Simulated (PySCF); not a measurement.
# BSe: the cost of one run

The runs use PySCF 2.14.0; method and basis as typed in the scripts.

1 further run of the same task is left out (it didn't finish).

## Step 1: Where the work starts

BSe: 2 atoms, charge 0, spin multiplicity 2.

Bond lengths: B1–Se2 1.930 Å.

## Step 2: Base script

The input, input.py:

```python
from pyscf import gto, dft
from pyscf.geomopt.geometric_solver import optimize

mol = gto.M(
    atom='B 0 0 0; Se 0 0 1.93',
    basis='cc-pvdz-dk',
    charge=0,
    spin=1,
    symmetry=True,
    verbose=3,
)
mf = dft.ROKS(mol, xc='hse06')
mf = mf.sfx2c1e()
mf.kernel()
g = mf.nuc_grad_method()
g.grid_response = True
mol_eq = optimize(g.as_scanner(), maxsteps=30)
print('optimised geometry (angstrom)')
print(mol_eq.tostring('raw'))
print('orbital energies (hartree):', mf.mo_energy[..., max(0, mol.nelec[1]-3):mol.nelec[0]+3].round(4))
```

The run is started by

```console
OMP_NUM_THREADS=1 python input.py
```

**Question.** How long does this run take on 1 thread of Intel Xeon Platinum 8488C, shared host, and how much memory does it need?

About 40 s, with a peak of 0.26 GiB.
